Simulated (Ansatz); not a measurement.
**BBrClH2N: two geometries relaxed**

Are the two ends of the inversion of the pyramid at N1 separate minima, and which lies lower? Each is relaxed from a guess. SMILES of the start: NB(Cl)Br.

Program: Ansatz 0.2.0. Level of theory: RKS PBE0/def2-SVP. These are calculated values, not measurements.

### Step 1. The starting structure

Bond lengths: N1–B2 1.535 Å, B2–Cl3 1.873 Å, B2–Br4 2.014 Å, N1–H5 0.986 Å, N1–H6 1.058 Å. Angles: N1–B2–Cl3 122.5°, N1–B2–Br4 116.0°, Cl3–B2–Br4 121.5°, B2–N1–H5 110.2°, B2–N1–H6 106.2°, H5–N1–H6 112.3°.

As a file:

```xyz
6

N     0.6466    0.7221    0.1824
B    -0.4445   -0.2460   -0.2954
Cl   -2.2513    0.2399   -0.3849
Br    0.1847   -2.0736   -0.8623
H     1.5298    0.2839    0.1494
H     0.3768    1.0096    1.1646
```

### Step 2. Relaxing end A

The input, input.yaml:

```yaml
crystal:
  periodic: [false, false, false]
  atoms:
    - { symbol: "N", position_ang: [0.6466, 0.7221, 0.1824] }
    - { symbol: B, position_ang: [-0.4445, -0.246, -0.2954] }
    - { symbol: Cl, position_ang: [-2.2513, 0.2399, -0.3849] }
    - { symbol: Br, position_ang: [0.1847, -2.0736, -0.8623] }
    - { symbol: H, position_ang: [1.5298, 0.2839, 0.1494] }
    - { symbol: H, position_ang: [0.3768, 1.0096, 1.1646] }
basis:
  gaussian: { orbitals: def2-SVP }
hamiltonian:
  xc: pbe0
relax:
  f_tol: 0.015
  max_steps: 40
```

Command:

```console
> ansatz run input.yaml --threads 1 --pin off --max-ram 2048MiB --backend cpu --events-out ev --progress --plain --runs-dir out
```

Standard output, cut to the lines that bear on the results:

```text
Warning: RAYON_NUM_THREADS=1 ignored (pool sized by the plan → 1); use --threads N
[...]
Functional definition: PBE0
[...]
936 factors; integrals over basis functions are off by at most 4.2e-4 eV
[...]
mean field -84741.67780928 eV, -3114.1992195188 hartree, gradient 2.1e-5 eV, S^2 0.000000; 0 other end points of the search recorded, 0 dependent functions left out
[...]
reference -84741.67783028 eV, -3114.1992202905 hartree; 33, 33 occupied and 55, 55 virtual orbitals, 936 factors
relax step   1: F+E_penalty+E_count = -84741.67780928 eV  Δ(F+E_penalty+E_count) = +0.000e0 eV  max|allowed force component| = 4.946e0 eV/Å  Δτ_max = 0.0000 Å  (26 SCF iters, accepted)
[...]
relax step   3: F+E_penalty+E_count = -84742.51812442 eV  Δ(F+E_penalty+E_count) = -1.952e-1 eV  max|allowed force component| = 1.848e0 eV/Å  Δτ_max = 0.1942 Å  (28 SCF iters, accepted)
[...]
relax step   5: F+E_penalty+E_count = -84742.64457097 eV  Δ(F+E_penalty+E_count) = -4.841e-2 eV  max|allowed force component| = 5.614e-1 eV/Å  Δτ_max = 0.0799 Å  (28 SCF iters, accepted)
[...]
relax step   7: F+E_penalty+E_count = -84742.66184632 eV  Δ(F+E_penalty+E_count) = -1.131e-3 eV  max|allowed force component| = 1.926e-2 eV/Å  Δτ_max = 0.0072 Å  (31 SCF iters, accepted)
[...]
relax step   8: F+E_penalty+E_count = -84742.66186429 eV  Δ(F+E_penalty+E_count) = -1.798e-5 eV  max|allowed force component| = 1.651e-2 eV/Å  Δτ_max = 0.0035 Å  (23 SCF iters, accepted)
[...]
relax step   9: F+E_penalty+E_count = -84742.66188293 eV  Δ(F+E_penalty+E_count) = -1.864e-5 eV  max|allowed force component| = 7.720e-4 eV/Å  Δτ_max = 0.0013 Å  (23 SCF iters, accepted)
936 factors; integrals over basis functions are off by at most 4.2e-4 eV
mean field -84742.66188293 eV, -3114.2353835585 hartree, gradient 9.0e-6 eV, S^2 0.000000; 1 other end points of the search recorded, 0 dependent functions left out
[...]
reference -84742.66190361 eV, -3114.2353843183 hartree; 33, 33 occupied and 55, 55 virtual orbitals, 936 factors
Total energy: -84742.66190361 eV, -3114.2353843183 hartree
Atom 0 at     0.560588     0.476216     0.354962 Å, force     0.000223     0.000300     0.000082 eV/Å
Atom 1 at    -0.403271    -0.318253    -0.246203 Å, force    -0.000772    -0.000034    -0.000212 eV/Å
Atom 2 at    -2.098721     0.168962    -0.234525 Å, force     0.000283    -0.000181    -0.000007 eV/Å
Atom 3 at     0.112321    -1.966936    -1.100994 Å, force     0.000100    -0.000053     0.000006 eV/Å
Atom 4 at     1.540797     0.227508     0.366812 Å, force    -0.000207     0.000094     0.000108 eV/Å
Atom 5 at     0.330387     1.348404     0.813748 Å, force     0.000373    -0.000125     0.000023 eV/Å
Dipole moment:     0.407970     0.386990     0.283187 e Å
```

It took 39 s on 1 thread of Arm Neoverse V1, shared host; peak memory 0.19 GiB.

Step by step:

```
step  energy from step 1 (eV)  largest force component (eV/Å)
   1                   0.0000                          4.9462
   2                  -0.6451                          1.7356
   3                  -0.8403                          1.8480
   4                  -0.9184                          1.0869
   5                  -0.9668                          0.5614
   6                  -0.9829                          0.2268
   7                  -0.9840                          0.0193
   8                  -0.9841                          0.0165
   9                  -0.9841                          0.0008
```

Step 1 is the start.

After: Bond lengths: N1–B2 1.386 Å, B2–Cl3 1.764 Å, B2–Br4 1.927 Å, N1–H5 1.011 Å, N1–H6 1.012 Å. Angles: N1–B2–Cl3 120.5°, N1–B2–Br4 119.8°, Cl3–B2–Br4 119.8°, B2–N1–H5 122.6°, B2–N1–H6 122.2°, H5–N1–H6 115.3°.

### Step 3. End point B

The second end starts from a geometry with the move made by hand.

Edit input.yaml of step 2 so:

```diff
@@ -7,4 +7,4 @@
     - { symbol: Br, position_ang: [0.1847, -2.0736, -0.8623] }
-    - { symbol: H, position_ang: [1.5298, 0.2839, 0.1494] }
-    - { symbol: H, position_ang: [0.3768, 1.0096, 1.1646] }
+    - { symbol: H, position_ang: [1.40052, 0.7273, -0.45378] }
+    - { symbol: H, position_ang: [0.18412, 1.67044, 0.26562] }
 basis:
@@ -16 +16,3 @@
   max_steps: 40
+output:
+  orbitals: {}
```

Command:

```console
> ansatz run input.yaml --threads 1 --pin off --max-ram 2048MiB --backend cpu --events-out ev --progress --plain --runs-dir out
```

Standard output, cut to the lines that bear on the results:

```text
Warning: RAYON_NUM_THREADS=1 ignored (pool sized by the plan → 1); use --threads N
[...]
Functional definition: PBE0
[...]
936 factors; integrals over basis functions are off by at most 4.2e-4 eV
[...]
mean field -84741.75739864 eV, -3114.2021443738 hartree, gradient 3.6e-5 eV, S^2 0.000000; 0 other end points of the search recorded, 0 dependent functions left out
[...]
reference -84741.75741985 eV, -3114.2021451532 hartree; 33, 33 occupied and 55, 55 virtual orbitals, 936 factors
relax step   1: F+E_penalty+E_count = -84741.75739864 eV  Δ(F+E_penalty+E_count) = +0.000e0 eV  max|allowed force component| = 5.532e0 eV/Å  Δτ_max = 0.0000 Å  (26 SCF iters, accepted)
[...]
relax step   7: F+E_penalty+E_count = -84742.66185658 eV  Δ(F+E_penalty+E_count) = -1.350e-4 eV  max|allowed force component| = 2.074e-2 eV/Å  Δτ_max = 0.0066 Å  (23 SCF iters, accepted)
[...]
936 factors; integrals over basis functions are off by at most 5.0e-4 eV
[...]
mean field -84742.66188636 eV, -3114.2353836845 hartree, gradient 1.1e-5 eV, S^2 0.000000; 1 other end points of the search recorded, 0 dependent functions left out
[...]
reference -84742.66190698 eV, -3114.2353844422 hartree; 33, 33 occupied and 55, 55 virtual orbitals, 936 factors
Total energy: -84742.66190698 eV, -3114.2353844422 hartree
Atom 0 at     0.489544     0.773528    -0.092671 Å, force     0.000344    -0.001946     0.002658 eV/Å
Atom 1 at    -0.446227    -0.212779    -0.363175 Å, force    -0.000910     0.001759    -0.003890 eV/Å
Atom 2 at    -2.171323     0.128214    -0.222495 Å, force    -0.000206    -0.000394     0.001128 eV/Å
Atom 3 at     0.141080    -1.968643    -0.898541 Å, force     0.000577    -0.000257     0.001050 eV/Å
Atom 4 at     1.485524     0.612663    -0.162800 Å, force     0.000548    -0.000187    -0.000677 eV/Å
Atom 5 at     0.221542     1.707157     0.191321 Å, force    -0.000354     0.001026    -0.000269 eV/Å
Dipole moment:     0.394017     0.473044     0.131805 e Å
```

Run time: 36 s. Hardware: 1 thread of Arm Neoverse V1, shared host; peak memory 0.19 GiB.

The steps of the relaxation:

```
step  energy from step 1 (eV)  largest force component (eV/Å)
   1                   0.0000                          5.5316
   2                  -0.6054                          2.1771
   3                  -0.7601                          1.4282
   4                  -0.8299                          0.7904
   5                  -0.8907                          0.4646
   6                  -0.9043                          0.0394
   7                  -0.9045                          0.0207
   8                  -0.9045                          0.0039
```

Step 1 is the start.

After: Bond lengths: N1–B2 1.386 Å, B2–Cl3 1.764 Å, B2–Br4 1.927 Å, N1–H5 1.011 Å, N1–H6 1.012 Å. Angles: N1–B2–Cl3 120.5°, N1–B2–Br4 119.8°, Cl3–B2–Br4 119.8°, B2–N1–H5 122.6°, B2–N1–H6 122.2°, H5–N1–H6 115.3°.

### Step 4. Results

```
                           quantity                    value
                              end A  8 moves, 0.984 eV lower
                              end B  7 moves, 0.904 eV lower
largest difference between the ends                   0.00 Å
            end B relative to end A                -0.000 eV
```

**Reading.** Both starts fell into the same minimum (no atom differs by more than 0.00 Å), so from this start no second minimum was found and no band was run; another arrangement could still be one.
